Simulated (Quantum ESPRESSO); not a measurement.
# ErH (Fm-3m) in Quantum ESPRESSO: reference runs

Aim: a first look at ErH with PBE, on the cell as given.

Everything below comes from runs of Quantum ESPRESSO 7.5. Logs are shortened: lines on timing, memory, paths and dates and some standing lists are left out, and cuts for length are marked.

## Step 1: The crystal as given

The structure is cubic, space group Fm-3m (No. 225). The conventional cell has a = 4.872 Å, b = 4.872 Å, c = 4.872 Å, α = 90.00°, β = 90.00°, γ = 90.00°. Around Er (site symmetry m-3m) lie 6 H at 2.44 Å. H (site symmetry m-3m) has 6 Er at 2.44 Å as nearest neighbours.

The cell comes from a database or a generator and needn't be the stable form of this composition.

## Step 2: Single point, PBE, collinear spin, ferromagnetic start

File pw.in:

```
&CONTROL
  calculation = 'scf'
  prefix = 'pwscf'
  outdir = './tmp'
  pseudo_dir = './pseudo'
  tprnfor = .true.
  tstress = .true.
  disk_io = 'nowf'
/
&SYSTEM
  ibrav = 0
  nat = 2
  ntyp = 2
  ecutwfc = 60
  ecutrho = 480
  nbnd = 21
  occupations = 'smearing'
  smearing = 'fd'
  degauss = 0.00367493
  nspin = 2
  starting_magnetization(1) = 0.1364
  starting_magnetization(2) = 0
/
&ELECTRONS
  conv_thr = 4d-10
  electron_maxstep = 120
  mixing_beta = 0.3
/
ATOMIC_SPECIES
Er   167.2590 Er.paw.z_22.atompaw.wentzcovitch.v1.2.upf
H      1.0080 H.pbe-rrkjus_psl.1.0.0.UPF
CELL_PARAMETERS angstrom
   0.0000000000    2.4358500000    2.4358500000
   2.4358500000    0.0000000000    2.4358500000
   2.4358500000    2.4358500000    0.0000000000
ATOMIC_POSITIONS crystal
Er     0.0000000000    0.0000000000    0.0000000000
H      0.5000000000    0.5000000000    0.5000000000
K_POINTS automatic
9 9 9 0 0 0
```

Potentials or basis: SSSP 1.3 efficiency PBE.

Launch:

```
$ OMP_NUM_THREADS=1 pw.x -in pw.in > pw.out
```

pw.out:

```text
This program is part of the open-source Quantum ESPRESSO suite
     for quantum simulation of materials; please cite
         "P. Giannozzi et al., J. Phys.:Condens. Matter 21 395502 (2009);
         "P. Giannozzi et al., J. Phys.:Condens. Matter 29 465901 (2017);
         "P. Giannozzi et al., J. Chem. Phys. 152 154105 (2020);
     in publications or presentations arising from this work. More details at

     file Er.paw.z_22.atompaw.wentzcovitch.v1.2.upf: wavefunction(s)  6S 0P 5D 0D 4F 0F renormalized
     Message from routine setup:
     using ibrav=0 with symmetry is DISCOURAGED, use correct ibrav instead

     G-vector sticks info
     --------------------
     sticks:   dense  smooth     PW     G-vecs:    dense   smooth      PW
     Sum        1393     703    211                34621    12195    2085

     Using Slab Decomposition

     bravais-lattice index     =            0
     lattice parameter (alat)  =       6.5098  a.u.
     unit-cell volume          =     195.0645 (a.u.)^3
     number of atoms/cell      =            2
     number of atomic types    =            2
     number of electrons       =        23.00
     number of Kohn-Sham states=           21
     kinetic-energy cutoff     =      60.0000  Ry
     charge density cutoff     =     480.0000  Ry
     scf convergence threshold =      4.0E-10
     mixing beta               =       0.3000
     number of iterations used =            8  plain     mixing
     Exchange-correlation= PBE
                           (   1   4   3   4   0   0   0)

     celldm(1)=   6.509751  celldm(2)=   0.000000  celldm(3)=   0.000000
     celldm(4)=   0.000000  celldm(5)=   0.000000  celldm(6)=   0.000000

     crystal axes: (cart. coord. in units of alat)
               a(1) = (   0.000000   0.707107   0.707107 )
               a(2) = (   0.707107   0.000000   0.707107 )
               a(3) = (   0.707107   0.707107   0.000000 )

     reciprocal axes: (cart. coord. in units 2 pi/alat)
               b(1) = ( -0.707107  0.707107  0.707107 )
               b(2) = (  0.707107 -0.707107  0.707107 )
               b(3) = (  0.707107  0.707107 -0.707107 )

     PseudoPot. # 1 for Er read from file:
     Er.paw.z_22.atompaw.wentzcovitch.v1.2.upf
     Pseudo is Projector augmented-wave + core cor, Zval = 22.0
     Generated using ATOMPAW code
     Shape of augmentation charge: BESSEL
     Using radial grid of 1114 points,  8 beta functions with:
                l(1) =   0
                l(2) =   0
                l(3) =   1
                l(4) =   1
                l(5) =   2
                l(6) =   2
                l(7) =   3
                l(8) =   3
     Q(r) pseudized with 0 coefficients

     PseudoPot. # 2 for H  read from file:
     H.pbe-rrkjus_psl.1.0.0.UPF
     Pseudo is Ultrasoft, Zval =  1.0
     Generated using "atomic" code by A. Dal Corso  v.5.1
     Using radial grid of  929 points,  2 beta functions with:
                l(1) =   0
                l(2) =   0
     Q(r) pseudized with 0 coefficients

     atomic species   valence    mass     pseudopotential
     Er               22.00   167.25900     Er( 1.00)
     H                 1.00     1.00800     H ( 1.00)

     Starting magnetic structure
     atomic species   magnetization
     Er              0.136
     H               0.000

     48 Sym. Ops., with inversion, found

   Cartesian axes

     site n.     atom                  positions (alat units)
         1        Er     tau(   1) = (   0.0000000   0.0000000   0.0000000  )
         2        H      tau(   2) = (   0.7071068   0.7071068   0.7071068  )

     number of k points=    35  Fermi-Dirac smearing, width (Ry)=  0.0037
                       cart. coord. in units 2pi/alat
        k(    1) = (   0.0000000   0.0000000   0.0000000), wk =   0.0013717
        k(    2) = (   0.0785674   0.0785674  -0.0785674), wk =   0.0109739
        k(    3) = (   0.1571348   0.1571348  -0.1571348), wk =   0.0109739
        k(    4) = (   0.2357023   0.2357023  -0.2357023), wk =   0.0109739
        k(    5) = (   0.3142697   0.3142697  -0.3142697), wk =   0.0109739
        k(    6) = (   0.1571348   0.0000000  -0.0000000), wk =   0.0082305
[... 27 lines left out ...]
        k(   34) = (  -0.0000000  -0.4714045   0.6285394), wk =   0.0329218
        k(   35) = (  -0.0785674  -0.3928371   0.7071068), wk =   0.0329218

     Dense  grid:    34621 G-vectors     FFT dimensions: (  45,  45,  45)

     Smooth grid:    12195 G-vectors     FFT dimensions: (  36,  36,  36)

     Generating pointlists ...
     new r_m :   0.2917 (alat units)  1.8988 (a.u.) for type    1
     new r_m :   0.2917 (alat units)  1.8988 (a.u.) for type    2

     Initial potential from superposition of free atoms

     starting charge      22.9958, renormalised to      23.0000
     Starting wfcs are   33 randomized atomic wfcs

     Self-consistent Calculation

     iteration #  1     ecut=    60.00 Ry     beta= 0.30
     Davidson diagonalization with overlap
     ethr =  1.00E-02,  avg # of iterations =  6.7

     total energy              =    -886.28000578 Ry
     estimated scf accuracy    <       1.22925506 Ry

     total magnetization       =     1.09 Bohr mag/cell
     absolute magnetization    =     1.12 Bohr mag/cell

     iteration #  2     ecut=    60.00 Ry     beta= 0.30
     Davidson diagonalization with overlap
     ethr =  5.34E-03,  avg # of iterations =  2.2

     total energy              =    -885.59694871 Ry
     estimated scf accuracy    <      17.86657330 Ry

     total magnetization       =     5.02 Bohr mag/cell
     absolute magnetization    =     5.05 Bohr mag/cell

     iteration #  3     ecut=    60.00 Ry     beta= 0.30
     Davidson diagonalization with overlap
     ethr =  5.34E-03,  avg # of iterations =  2.0

     total energy              =    -887.08644947 Ry
     estimated scf accuracy    <       0.01469223 Ry

     total magnetization       =     2.44 Bohr mag/cell
     absolute magnetization    =     2.45 Bohr mag/cell
[... 115 lines left out ...]
     total energy              =    -887.11780564 Ry
     estimated scf accuracy    <       0.00000003 Ry

     total magnetization       =     2.45 Bohr mag/cell
     absolute magnetization    =     2.55 Bohr mag/cell

     iteration # 16     ecut=    60.00 Ry     beta= 0.30
     Davidson diagonalization with overlap
     ethr =  1.04E-10,  avg # of iterations =  1.0

     total energy              =    -887.11780565 Ry
     estimated scf accuracy    <          2.5E-09 Ry

     total magnetization       =     2.45 Bohr mag/cell
     absolute magnetization    =     2.55 Bohr mag/cell

     iteration # 17     ecut=    60.00 Ry     beta= 0.30
     Davidson diagonalization with overlap
     ethr =  1.10E-11,  avg # of iterations =  1.8

     Magnetic moment per site  (integrated on atomic sphere of radius R)
     atom   1 (R=0.292)  charge= 18.7501  magn=  2.4913
     atom   2 (R=0.292)  charge=  1.4630  magn= -0.0047

     End of self-consistent calculation

 ------ SPIN UP ------------

          k = 0.0000 0.0000 0.0000 (  1471 PWs)   bands (ev):

   -34.8263  -8.4976  -8.4976  -8.4976   6.7805  11.7745  12.2141  12.2141
    12.2141  12.8752  12.8752  12.8752  17.1912  17.1912  17.1912  19.7323
    19.7323  20.8792  25.1187  26.9060  26.9060

          k = 0.0786 0.0786-0.0786 (  1501 PWs)   bands (ev):

   -34.8192  -8.6015  -8.5094  -8.5094   7.1058  11.7835  12.2010  12.2247
    12.2247  12.8526  12.8526  12.8758  16.7350  17.3587  17.3587  19.4652
    19.4652  20.3393  25.9061  27.7285  27.7298

          k = 0.1571 0.1571-0.1571 (  1525 PWs)   bands (ev):

   -34.8012  -8.8545  -8.5391  -8.5391   7.9866  11.8110  12.1704  12.2539
    12.2539  12.8038  12.8038  12.8775  15.5430  17.4225  17.4225  19.4544
    19.4544  19.8501  27.7914  29.5768  29.7372

          k = 0.2357 0.2357-0.2357 (  1528 PWs)   bands (ev):

   -34.7806  -9.1268  -8.5725  -8.5725   9.1813  11.8524  12.1442  12.2917
    12.2917  12.7596  12.7596  12.8793  14.0788  16.9934  16.9934  20.1757
    20.4152  20.4152  27.0306  30.8207  31.0319

          k = 0.3143 0.3143-0.3143 (  1519 PWs)   bands (ev):

   -34.7672  -9.2967  -8.5941  -8.5941  10.3101  11.8885  12.1699  12.3194
    12.3194  12.7359  12.7359  12.7868  12.8806  16.6492  16.6492  21.2463
    21.5055  21.5055  24.4242  29.1480  29.1480

          k = 0.1571 0.0000-0.0000 (  1507 PWs)   bands (ev):
[... 157 lines left out ...]
   -34.7572  -9.1026  -8.8838  -8.6584   9.7498  11.9170  12.2846  12.2912
    12.3339  12.6886  12.7506  12.7884  14.3855  15.1932  17.9808  20.1737
    22.1240  22.6686  25.6745  26.3348  30.7711

          k =-0.0786-0.5500 0.7071 (  1539 PWs)   bands (ev):

   -34.7477  -9.1719  -8.8243  -8.7746   9.1100  11.9503  12.2783  12.3019
    12.3259  12.7233  12.7413  12.7421  14.2866  16.3451  19.3838  21.6220
    22.6438  22.8290  24.0419  24.5012  27.7348

          k =-0.0000-0.4714 0.6285 (  1533 PWs)   bands (ev):

   -34.7461  -9.1103  -8.9333  -8.7624   9.4001  11.9570  12.2822  12.3030
    12.3526  12.7015  12.7340  12.7447  14.4815  16.0504  18.3705  21.6988
    21.9494  23.7387  23.8372  24.9789  29.1604

          k =-0.0786-0.3928 0.7071 (  1543 PWs)   bands (ev):

   -34.7469  -9.0641  -8.9601  -8.7757   9.5626  11.9536  12.2890  12.2910
    12.3720  12.6867  12.7371  12.7421  15.0366  15.2620  17.8161  21.7893
    22.5087  23.2336  24.1464  24.7397  30.4456

 ------ SPIN DOWN ----------

          k = 0.0000 0.0000 0.0000 (  1471 PWs)   bands (ev):

   -33.7459  -7.7227  -7.7227  -7.7227   6.8077  14.0973  14.0973  14.0973
    14.5600  14.5600  14.5600  14.8129  17.3594  17.3594  17.3594  19.9764
    19.9764  20.8598  25.2383  27.0574  27.0574

          k = 0.0786 0.0786-0.0786 (  1501 PWs)   bands (ev):

   -33.7381  -7.8369  -7.7354  -7.7354   7.1409  14.0670  14.0670  14.0981
    14.5239  14.5726  14.5726  14.7958  16.9404  17.5364  17.5364  19.7067
    19.7067  20.3748  26.0177  27.8873  27.8873

          k = 0.1571 0.1571-0.1571 (  1525 PWs)   bands (ev):

   -33.7183  -8.1138  -7.7674  -7.7674   8.0400  14.0047  14.0047  14.1000
    14.3801  14.6111  14.6111  14.7349  15.9128  17.6106  17.6106  19.7021
    19.7021  19.9811  27.9087  29.7565  29.9117

          k = 0.2357 0.2357-0.2357 (  1528 PWs)   bands (ev):

   -33.6957  -8.4100  -7.8034  -7.8034   9.2591  13.6966  13.9509  13.9509
    14.1022  14.6407  14.6708  14.6708  15.2210  17.1687  17.1687  20.3529
    20.6948  20.6948  27.3099  30.8657  31.1946

          k = 0.3143 0.3143-0.3143 (  1519 PWs)   bands (ev):

   -33.6809  -8.5941  -7.8266  -7.8266  10.4579  12.5512  13.9226  13.9226
    14.1036  14.6156  14.7241  14.7241  15.1128  16.8021  16.8021  21.3984
    21.8340  21.8340  24.7220  29.2436  29.2436

          k = 0.1571 0.0000-0.0000 (  1507 PWs)   bands (ev):
[... 157 lines left out ...]
   -33.6700  -8.3825  -8.1424  -7.8967   9.8405  13.7453  13.9406  13.9703
    14.1863  14.5785  14.7328  14.9460  15.0542  15.5384  18.1749  20.4435
    22.4203  22.8860  25.8448  26.6336  30.9866

          k =-0.0786-0.5500 0.7071 (  1539 PWs)   bands (ev):

   -33.6595  -8.4558  -8.0770  -8.0233   9.1533  13.8998  13.9225  13.9334
    14.2828  14.5854  14.7197  14.7521  15.1660  16.5359  19.5843  21.9064
    22.9537  23.0887  24.2814  24.7531  27.9281

          k =-0.0000-0.4714 0.6285 (  1533 PWs)   bands (ev):

   -33.6577  -8.3886  -8.1965  -8.0101   9.4564  13.8605  13.9268  13.9271
    14.4086  14.5969  14.7422  14.8607  15.1420  16.2370  18.5665  21.9016
    22.2951  24.0679  24.0881  25.2070  29.3457

          k =-0.0786-0.3928 0.7071 (  1543 PWs)   bands (ev):

   -33.6586  -8.3389  -8.2252  -8.0252   9.6296  13.8325  13.9242  13.9299
    14.5549  14.5556  14.7561  15.0937  15.3099  15.5016  18.0072  22.1055
    22.7654  23.4792  24.4100  24.9992  30.6158

     the Fermi energy is    14.6608 ev

!    total energy              =    -887.11780565 Ry
     estimated scf accuracy    <          1.2E-10 Ry
     smearing contrib. (-TS)   =      -0.00551402 Ry
     internal energy E=F+TS    =    -887.11229163 Ry

     The total energy is F=E-TS. E is the sum of the following terms:
     one-electron contribution =    -239.78149355 Ry
     hartree contribution      =     121.27643412 Ry
     xc contribution           =     -33.85396758 Ry
     ewald contribution        =    -246.74801693 Ry
     one-center paw contrib.   =    -488.00524770 Ry

     total magnetization       =     2.45 Bohr mag/cell
     absolute magnetization    =     2.55 Bohr mag/cell

     convergence has been achieved in  17 iterations

     Forces acting on atoms (cartesian axes, Ry/au):

     atom    1 type  1   force =     0.00000000   -0.00000000   -0.00000000
     atom    2 type  2   force =    -0.00000000    0.00000000    0.00000000

     Total force =     0.000000     Total SCF correction =     0.000000

     Computing stress (Cartesian axis) and pressure

          total   stress  (Ry/bohr**3)                   (kbar)     P=       12.55
   0.00008528   0.00000000   0.00000000           12.55        0.00        0.00
   0.00000000   0.00008528   0.00000000            0.00       12.55        0.00
   0.00000000   0.00000000   0.00008528            0.00        0.00       12.55

=------------------------------------------------------------------------------=
   JOB DONE.
=------------------------------------------------------------------------------=
```

Run time: 1.7 min. Hardware: 1 thread of Arm Neoverse V2, shared host; peak memory 0.4 GiB.

Results:

| Item | Value |
| --- | --- |
| Free energy | -12069.8526 eV |
| Pressure | 1.3 GPa |
| Band gap on the k mesh | none (metal or under the smearing width) |
| Net moment | 2.45 μB per cell |
| Absolute moment | 2.55 μB per cell |
| Site moments | Er +2.49; H -0.00 μB |
| Valence electrons inside the program's atomic spheres | Er 18.75; H 1.46 |

Levels at points of the mesh, in eV from the Fermi level:
Spin up:
```csv
k point,band 11,band 12,band 13,band 14,band 15,band 16
"(0.00, 0.00, 0.00)",-1.79,-1.79,2.53,2.53,2.53,5.07
```
Spin down:
| k point | band 6 | band 7 | band 8 | band 9 | band 10 | band 11 | band 12 | band 13 | band 14 | band 15 |
| --- | --- | --- | --- | --- | --- | --- | --- | --- | --- | --- |
| (0.00, 0.00, 0.00) | -0.56 | -0.56 | -0.56 | -0.10 | -0.10 | -0.10 | 0.15 | 2.70 | 2.70 | 2.70 |

Caveat: the magnetic or orbital state may not be the lowest; spin-orbit coupling is left out, which moves the levels of the heavy elements; without U or exact exchange the open f shell lies at the Fermi level, which spoils levels, moments and volumes. The state reached can hang on the start; a lower one may exist.
